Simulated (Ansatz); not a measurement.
# CuNi3: the cost of one run

Computed with the Python package of Ansatz 0.2.0. The levels of theory stand in the script.

**1. The structure**

The structure is tetragonal, space group I4/mmm (No. 139). The conventional cell has a = 3.512 Å, b = 3.512 Å, c = 6.938 Å, α = 90.00°, β = 90.00°, γ = 90.00°. Cu (site symmetry 4/mmm) has 12 Ni at 2.47 to 2.48 Å as nearest neighbours. Ni (site symmetry -4m2) is surrounded by 4 Cu at 2.47 Å and 8 Ni at 2.47 to 2.48 Å. Ni (site symmetry 4/mmm) is surrounded by 8 Ni at 2.47 Å and 4 Cu at 2.48 Å.

The script holds or builds the structure itself.

**2. Script**

The input, terms_cuni3.py:

```python
# -*- coding: utf-8 -*-
"""Dispersion, smearing and cutoff parts of the energy of CuNi3."""

import ansatz as az

FILLING = "gaussian"
TOLERANCE = 1e-06
MAX_ITERATIONS = 200

cuni3 = (
    az.Lattice.of([-1.756212, 1.756212, 3.469179], [1.756212, -1.756212, 3.469179], [1.756212, 1.756212, -3.469179])
    .atom("Cu", [0.0, 0.0, 0.0])
    .atom("Ni", [0.75, 0.25, 0.5])
    .atom("Ni", [0.25, 0.75, 0.5])
    .atom("Ni", [0.5, 0.5, 0.0])
    .moments(Ni=2.0)
)

base = (
    cuni3.calculation()
    .kpoints(9, shift=0.5)
    .spin("collinear")
    .occupations(FILLING)
    .scf(tolerance=TOLERANCE, max_iterations=MAX_ITERATIONS)
    .mixing("broyden")
)
with_term = base.functional("pbesol", dispersion="d4").basis(420).cutoff_correction(570).run(threads=1).report
without = base.functional("pbesol").basis(420).run(threads=1).report
finer = base.functional("pbesol").basis(570).run(threads=1).report
removed = az.free_energy_without(with_term, az.EnergyTerm.DISPERSION)
print(f"dispersion term            {with_term['components']['e_disp']:.5f} eV")
print(f"F less dispersion          {removed:.5f} eV, run without it {without['free_energy_ev']:.5f} eV")
print(f"F less smearing term       {az.free_energy_without(without, az.EnergyTerm.SMEARING):.5f} eV")
print(f"estimated gain to 570 eV   {with_term['cutoff_correction']['energy_ev']:.5f} eV, found {finer['free_energy_ev'] - without['free_energy_ev']:.5f} eV")
```

**3. The calls as engine input**

The engine receives this input (first run):

```yaml
crystal:
  lattice:
    - [-1.756212, 1.756212, 3.469179]
    - [1.756212, -1.756212, 3.469179]
    - [1.756212, 1.756212, -3.469179]
  atoms:
    - { symbol: Cu, position: [0.0, 0.0, 0.0] }
    - { symbol: Ni, position: [0.75, 0.25, 0.5] }
    - { symbol: Ni, position: [0.25, 0.75, 0.5] }
    - { symbol: Ni, position: [0.5, 0.5, 0.0] }
basis:
  ecutwfc: 420.0
kpoints:
  mp_grid:
    grid: [9, 9, 9]
    shift: [0.5, 0.5, 0.5]
hamiltonian:
  xc: pbesol
  dispersion: d4
magnetization:
  spin_polarized: true
  per_species:
    Ni: 2.0
scf:
  max_iter: 200
  convergence:
    dr2_threshold: 1.0e-06
  mixing:
    algorithm: broyden
  occupations:
    method: gaussian
output:
  cutoff_correction: 570.0
```

**4. Launch**

Command:

```console
$ python terms_cuni3.py
```

**Question.** How long does this script take on 1 thread of Intel Xeon Platinum 8124M at 3.00GHz (Skylake/Cascade Lake), shared host, and how much memory does it need?

About 1.8 min, with a peak of 0.74 GiB.
